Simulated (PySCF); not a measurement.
# C₃H₇GeN: core binding energies at several levels of theory, part 3 of 3

PySCF 2.14.0. Atoms count from 0.

**8. X-ray photoelectron lines: SCAN, X2C**

The job: settings as JSON, then the geometry in Å.

```
{"job": {"kind": "xps", "basis": "def2-TZVP"}, "charge": 0, "multiplicity": 1}
C     -0.602091     1.155302     0.042118
C      0.721378     1.213098    -0.162444
Ge     1.410378    -0.591067    -0.221430
N     -0.302815    -1.227875    -0.042626
C     -1.271744    -0.182599     0.175786
H     -1.232836     2.050002     0.113180
H      1.257171     2.159044    -0.266613
H      2.075905    -1.015223    -1.549822
H      2.366104    -0.988304     0.931938
H     -0.531867    -2.134395     0.340265
H     -1.749289    -0.234982     1.177477
H     -2.111963    -0.226960    -0.549961
```

Method: delta-SCF UKS SCAN, def2-TZVP on the ionised atom, pcseg-1 elsewhere, spin-free X2C.

The log of the run:

```text
ground state, core basis on atom 0 (C), 135 functions
  cycle   1  E = -2267.10491436  |g| = 5.35e-01
  cycle   2  E = -2266.97396242  |g| = 8.79e-01
  cycle   3  E = -2267.17548924  |g| = 9.13e-02
  cycle   4  E = -2267.17727294  |g| = 4.34e-02
  cycle   5  E = -2267.17774104  |g| = 1.03e-02
  cycle   6  E = -2267.17776461  |g| = 5.44e-03
  cycle   7  E = -2267.17777558  |g| = 1.82e-03
  cycle   8  E = -2267.17777239  |g| = 4.82e-04
  E(ground) = -2267.31945453 Eh
hole in C 1s of atom 0
  cycle   1  E = -2255.92176319  |g| = 1.48e+00
  cycle   2  E = -2253.95529147  |g| = 2.12e+00
  cycle   3  E = -2256.04825215  |g| = 8.93e-01
  cycle   4  E = -2256.39055955  |g| = 4.45e-01
  cycle   5  E = -2256.47061884  |g| = 1.86e-01
  cycle   6  E = -2256.48795962  |g| = 6.72e-02
  cycle   7  E = -2256.49049977  |g| = 1.55e-02
  cycle   8  E = -2256.49066540  |g| = 7.55e-03
  cycle   9  E = -2256.49073811  |g| = 4.09e-03
  cycle  10  E = -2256.49078106  |g| = 3.15e-03
  cycle  11  E = -2256.49080438  |g| = 1.95e-03
  cycle  12  E = -2256.49081715  |g| = 8.81e-04
  cycle  13  E = -2256.49081707  |g| = 3.19e-04
  E(ion) = -2256.63129512 Eh   <S^2> = 0.8062   hole on atom = 1.000   binding energy = 290.840 eV
ground state, core basis on atom 1 (C), 135 functions
  cycle   1  E = -2267.17860773  |g| = 3.03e-02
  cycle   2  E = -2267.17771309  |g| = 6.49e-02
  cycle   3  E = -2267.17884949  |g| = 5.64e-03
  cycle   4  E = -2267.17885527  |g| = 2.40e-03
  cycle   5  E = -2267.17885698  |g| = 6.19e-04
  cycle   6  E = -2267.17885681  |g| = 2.87e-04
  E(ground) = -2267.32011468 Eh
hole in C 1s of atom 1
  cycle   1  E = -2255.93909642  |g| = 1.48e+00
  cycle   2  E = -2253.99705689  |g| = 2.10e+00
  cycle   3  E = -2256.10522958  |g| = 8.85e-01
  cycle   4  E = -2256.44965052  |g| = 3.61e-01
  cycle   5  E = -2256.50005621  |g| = 1.68e-01
  cycle   6  E = -2256.51288474  |g| = 3.69e-02
  cycle   7  E = -2256.51361431  |g| = 1.24e-02
  cycle   8  E = -2256.51371226  |g| = 4.93e-03
  cycle   9  E = -2256.51373701  |g| = 2.86e-03
  cycle  10  E = -2256.51375163  |g| = 1.63e-03
  cycle  11  E = -2256.51375829  |g| = 6.71e-04
  cycle  12  E = -2256.51375985  |g| = 2.45e-04
  E(ion) = -2256.65404954 Eh   <S^2> = 0.7886   hole on atom = 1.000   binding energy = 290.238 eV
ground state, core basis on atom 3 (N), 135 functions
  cycle   1  E = -2267.18934674  |g| = 2.32e-02
  cycle   2  E = -2267.18915161  |g| = 3.44e-02
  cycle   3  E = -2267.18944915  |g| = 9.79e-03
  cycle   4  E = -2267.18947380  |g| = 2.75e-03
  cycle   5  E = -2267.18947593  |g| = 8.63e-04
  cycle   6  E = -2267.18947694  |g| = 3.09e-04
  E(ground) = -2267.32911589 Eh
hole in N 1s of atom 3
  cycle   1  E = -2251.62815247  |g| = 1.81e+00
  cycle   2  E = -2250.90558886  |g| = 1.94e+00
  cycle   3  E = -2252.23094759  |g| = 4.75e-01
  cycle   4  E = -2252.31120420  |g| = 1.29e-01
  cycle   5  E = -2252.31551731  |g| = 9.81e-02
  cycle   6  E = -2252.32058772  |g| = 2.03e-02
  cycle   7  E = -2252.32081484  |g| = 4.73e-03
  cycle   8  E = -2252.32082816  |g| = 1.71e-03
  cycle   9  E = -2252.32083008  |g| = 6.86e-04
  cycle  10  E = -2252.32082834  |g| = 2.38e-04
  E(ion) = -2252.45979137 Eh   <S^2> = 0.7644   hole on atom = 1.000   binding energy = 404.615 eV
ground state, core basis on atom 4 (C), 135 functions
  cycle   1  E = -2267.17742214  |g| = 1.51e-02
  cycle   2  E = -2267.17741138  |g| = 1.48e-02
  cycle   3  E = -2267.17745347  |g| = 7.68e-03
  cycle   4  E = -2267.17746666  |g| = 2.68e-03
  cycle   5  E = -2267.17747012  |g| = 5.36e-04
  cycle   6  E = -2267.17746927  |g| = 1.52e-04
  E(ground) = -2267.31820152 Eh
hole in C 1s of atom 4
  cycle   1  E = -2255.90224060  |g| = 1.47e+00
  cycle   2  E = -2255.00337355  |g| = 1.85e+00
  cycle   3  E = -2256.32297634  |g| = 4.98e-01
  cycle   4  E = -2256.36329807  |g| = 3.91e-01
  cycle   5  E = -2256.45012442  |g| = 5.06e-02
  cycle   6  E = -2256.45137921  |g| = 1.17e-02
  cycle   7  E = -2256.45145096  |g| = 6.52e-03
  cycle   8  E = -2256.45148119  |g| = 3.20e-03
  cycle   9  E = -2256.45149134  |g| = 1.71e-03
  cycle  10  E = -2256.45149824  |g| = 1.42e-03
  cycle  11  E = -2256.45150200  |g| = 9.14e-04
  cycle  12  E = -2256.45150756  |g| = 7.75e-04
  cycle  13  E = -2256.45151450  |g| = 5.61e-04
  cycle  14  E = -2256.45151919  |g| = 2.71e-04
  E(ion) = -2256.59105218 Eh   <S^2> = 0.7728   hole on atom = 1.000   binding energy = 291.901 eV
```

Wall time 33 s (1 thread of Arm Neoverse V1, shared host); peak memory 0.59 GiB.

Binding energies by hole, beside the orbital energy of the ground state; the difference holds orbital relaxation and, for a density functional, its self-interaction error:

| hole | stands for | environment | ΔSCF (eV) | −ε (eV) | ⟨S²⟩ |
| --- | --- | --- | --- | --- | --- |
| C1s on C0 | C0 | alkene CH | 290.84 | 273.9 | 0.806 |
| C1s on C1 | C1 | alkene CH | 290.24 | 273.5 | 0.789 |
| N1s on N3 | N3 | nitrogen bonded to C, Ge, H, in a 5-membered ring | 404.61 | 385.3 | 0.764 |
| C1s on C4 | C4 | allylic sp3 CH2 bonded to N | 291.90 | 274.4 | 0.773 |

**9. Core holes by ΔSCF: SCAN, non-relativistic**

Same as in step 8 but for these lines:

```diff
@@ -1,2 +1,2 @@
-{"job": {"kind": "xps", "basis": "def2-TZVP"}, "charge": 0, "multiplicity": 1}
+{"job": {"kind": "xps", "x2c": false}, "charge": 0, "multiplicity": 1}
 C     -0.602091     1.155302     0.042118
```

Method: delta-SCF UKS SCAN, pcX-2 on the ionised atom, pcseg-1 elsewhere, non-relativistic.

The log of the run:

```text
ground state, core basis on atom 0 (C), 149 functions
  cycle   1  E = -2249.80365128  |g| = 5.59e-01
  cycle   2  E = -2249.67248082  |g| = 8.91e-01
  cycle   3  E = -2249.87769756  |g| = 1.02e-01
  cycle   4  E = -2249.87994998  |g| = 4.65e-02
  cycle   5  E = -2249.88048051  |g| = 1.25e-02
  cycle   6  E = -2249.88051412  |g| = 6.50e-03
  cycle   7  E = -2249.88052333  |g| = 2.06e-03
  cycle   8  E = -2249.88052585  |g| = 5.70e-04
  cycle   9  E = -2249.88052906  |g| = 7.14e-05
  E(ground) = -2250.02003839 Eh
hole in C 1s of atom 0
  cycle   1  E = -2238.62650847  |g| = 1.51e+00
  cycle   2  E = -2236.62101825  |g| = 2.28e+00
  cycle   3  E = -2238.81492861  |g| = 8.47e-01
  cycle   4  E = -2239.10028294  |g| = 4.67e-01
  cycle   5  E = -2239.19288865  |g| = 1.82e-01
  cycle   6  E = -2239.21033358  |g| = 5.47e-02
  cycle   7  E = -2239.21186197  |g| = 1.66e-02
  cycle   8  E = -2239.21203193  |g| = 8.94e-03
  cycle   9  E = -2239.21210517  |g| = 3.93e-03
  cycle  10  E = -2239.21214189  |g| = 2.96e-03
  cycle  11  E = -2239.21216179  |g| = 1.68e-03
  cycle  12  E = -2239.21217074  |g| = 7.60e-04
  cycle  13  E = -2239.21217353  |g| = 2.85e-04
  E(ion) = -2239.35086487 Eh   <S^2> = 0.8076   hole on atom = 1.000   binding energy = 290.323 eV
ground state, core basis on atom 1 (C), 149 functions
  cycle   1  E = -2249.88145441  |g| = 4.55e-02
  cycle   2  E = -2249.88079510  |g| = 5.64e-02
  cycle   3  E = -2249.88147121  |g| = 2.44e-02
  cycle   4  E = -2249.88163887  |g| = 4.83e-03
  cycle   5  E = -2249.88163897  |g| = 7.39e-04
  cycle   6  E = -2249.88163834  |g| = 3.16e-04
  E(ground) = -2250.02070268 Eh
hole in C 1s of atom 1
  cycle   1  E = -2238.64530137  |g| = 1.51e+00
  cycle   2  E = -2236.67241506  |g| = 2.26e+00
  cycle   3  E = -2238.88089938  |g| = 8.31e-01
  cycle   4  E = -2239.17314076  |g| = 3.70e-01
  cycle   5  E = -2239.22619624  |g| = 1.56e-01
  cycle   6  E = -2239.23675060  |g| = 2.96e-02
  cycle   7  E = -2239.23715882  |g| = 1.49e-02
  cycle   8  E = -2239.23728769  |g| = 5.09e-03
  cycle   9  E = -2239.23730690  |g| = 2.62e-03
  cycle  10  E = -2239.23731872  |g| = 1.44e-03
  cycle  11  E = -2239.23732354  |g| = 5.48e-04
  cycle  12  E = -2239.23732329  |g| = 2.37e-04
  E(ion) = -2239.37580740 Eh   <S^2> = 0.7903   hole on atom = 1.000   binding energy = 289.662 eV
ground state, core basis on atom 3 (N), 149 functions
  cycle   1  E = -2249.89357885  |g| = 4.83e-02
  cycle   2  E = -2249.89346308  |g| = 3.03e-02
  cycle   3  E = -2249.89343458  |g| = 3.09e-02
  cycle   4  E = -2249.89366999  |g| = 5.74e-03
  cycle   5  E = -2249.89367834  |g| = 1.49e-03
  cycle   6  E = -2249.89367716  |g| = 3.53e-04
  E(ground) = -2250.03111463 Eh
hole in N 1s of atom 3
  cycle   1  E = -2234.33994449  |g| = 1.87e+00
  cycle   2  E = -2233.57662546  |g| = 2.15e+00
  cycle   3  E = -2234.99600977  |g| = 3.98e-01
  cycle   4  E = -2235.04443960  |g| = 1.30e-01
  cycle   5  E = -2235.04935945  |g| = 9.05e-02
  cycle   6  E = -2235.05358571  |g| = 2.27e-02
  cycle   7  E = -2235.05386110  |g| = 6.54e-03
  cycle   8  E = -2235.05388385  |g| = 1.74e-03
  cycle   9  E = -2235.05388153  |g| = 8.05e-04
  cycle  10  E = -2235.05388426  |g| = 2.54e-04
  E(ion) = -2235.19065618 Eh   <S^2> = 0.7655   hole on atom = 1.000   binding energy = 403.829 eV
ground state, core basis on atom 4 (C), 149 functions
  cycle   1  E = -2249.88019994  |g| = 3.90e-02
  cycle   2  E = -2249.88019245  |g| = 1.24e-02
  cycle   3  E = -2249.88014800  |g| = 1.78e-02
  cycle   4  E = -2249.88022788  |g| = 3.81e-03
  cycle   5  E = -2249.88023292  |g| = 6.51e-04
  cycle   6  E = -2249.88023128  |g| = 1.69e-04
  E(ground) = -2250.01887313 Eh
hole in C 1s of atom 4
  cycle   1  E = -2238.60640644  |g| = 1.51e+00
  cycle   2  E = -2237.65485695  |g| = 2.00e+00
  cycle   3  E = -2239.06940795  |g| = 4.50e-01
  cycle   4  E = -2239.08084052  |g| = 3.95e-01
  cycle   5  E = -2239.16943344  |g| = 6.06e-02
  cycle   6  E = -2239.17102072  |g| = 1.15e-02
  cycle   7  E = -2239.17107791  |g| = 8.16e-03
  cycle   8  E = -2239.17112014  |g| = 3.34e-03
  cycle   9  E = -2239.17112944  |g| = 1.94e-03
  cycle  10  E = -2239.17113893  |g| = 1.53e-03
  cycle  11  E = -2239.17114315  |g| = 1.02e-03
  cycle  12  E = -2239.17115011  |g| = 8.39e-04
  cycle  13  E = -2239.17115681  |g| = 6.24e-04
  cycle  14  E = -2239.17116378  |g| = 3.04e-04
  E(ion) = -2239.30885935 Eh   <S^2> = 0.7751   hole on atom = 1.000   binding energy = 291.434 eV
```

It took 34 s on 1 thread of Arm Neoverse V1, shared host; peak memory 0.59 GiB.

Binding energies by hole, beside the orbital energy of the ground state; the difference holds orbital relaxation and, for a density functional, its self-interaction error:

| hole | stands for | environment | ΔSCF (eV) | −ε (eV) | ⟨S²⟩ |
| --- | --- | --- | --- | --- | --- |
| C1s on C0 | C0 | alkene CH | 290.32 | 273.9 | 0.808 |
| C1s on C1 | C1 | alkene CH | 289.66 | 273.4 | 0.790 |
| N1s on N3 | N3 | nitrogen bonded to C, Ge, H, in a 5-membered ring | 403.83 | 385.1 | 0.766 |
| C1s on C4 | C4 | allylic sp3 CH2 bonded to N | 291.43 | 274.4 | 0.775 |

**10. Summary of results**

This closing draws on all 3 parts.

```
                                                  quantity                               value
                          C1s binding energies, SCAN/pcX-2  C4 291.53, C0 290.42, C1 289.78 eV
                          N1s binding energies, SCAN/pcX-2                        N3 404.03 eV
                         C1s binding energies, B3LYP/pcX-2  C4 291.57, C0 290.55, C1 289.87 eV
                         N1s binding energies, B3LYP/pcX-2                        N3 403.93 eV
                          C1s binding energies, PBE0/pcX-2  C4 291.04, C0 290.04, C1 289.37 eV
                          N1s binding energies, PBE0/pcX-2                        N3 403.51 eV
                           C1s binding energies, PBE/pcX-2  C4 290.65, C0 289.62, C1 289.00 eV
                           N1s binding energies, PBE/pcX-2                        N3 403.21 eV
                            N1s binding energies, HF/pcX-2                        N3 403.50 eV
C1s binding energies, HF/pcX-2 (standing for 1 of 3 atoms)                        C4 291.38 eV
                          C1s binding energies, SCAN/pcX-1  C4 291.54, C0 290.44, C1 289.81 eV
                          N1s binding energies, SCAN/pcX-1                        N3 404.05 eV
                      C1s binding energies, SCAN/def2-TZVP  C4 291.90, C0 290.84, C1 290.24 eV
                      N1s binding energies, SCAN/def2-TZVP                        N3 404.61 eV
        C1s binding energies, SCAN/pcX-2, non-relativistic  C4 291.43, C0 290.32, C1 289.66 eV
        N1s binding energies, SCAN/pcX-2, non-relativistic                        N3 403.83 eV
```

Single values in the summary come from the first sound run of each kind (SCAN/pcX-2), which need not be the best level. At SCAN/pcX-2: The C1s levels kept as sound span 1.75 eV, from C1 (alkene CH) up to C4 (allylic sp3 CH2 bonded to N). At B3LYP/pcX-2: C4 (allylic sp3 CH2 bonded to N) binds its C1s electron 1.70 eV more tightly than C1 (alkene CH). At PBE0/pcX-2: The C1s levels kept as sound span 1.67 eV, from C1 (alkene CH) up to C4 (allylic sp3 CH2 bonded to N). At PBE/pcX-2: C4 (allylic sp3 CH2 bonded to N) binds its C1s electron 1.65 eV more tightly than C1 (alkene CH). At SCAN/pcX-1: C4 (allylic sp3 CH2 bonded to N) binds its C1s electron 1.73 eV more tightly than C1 (alkene CH). At SCAN/def2-TZVP: C4 (allylic sp3 CH2 bonded to N) binds its C1s electron 1.66 eV more tightly than C1 (alkene CH). At SCAN/pcX-2, non-relativistic: C4 (allylic sp3 CH2 bonded to N) binds its C1s electron 1.77 eV more tightly than C1 (alkene CH).
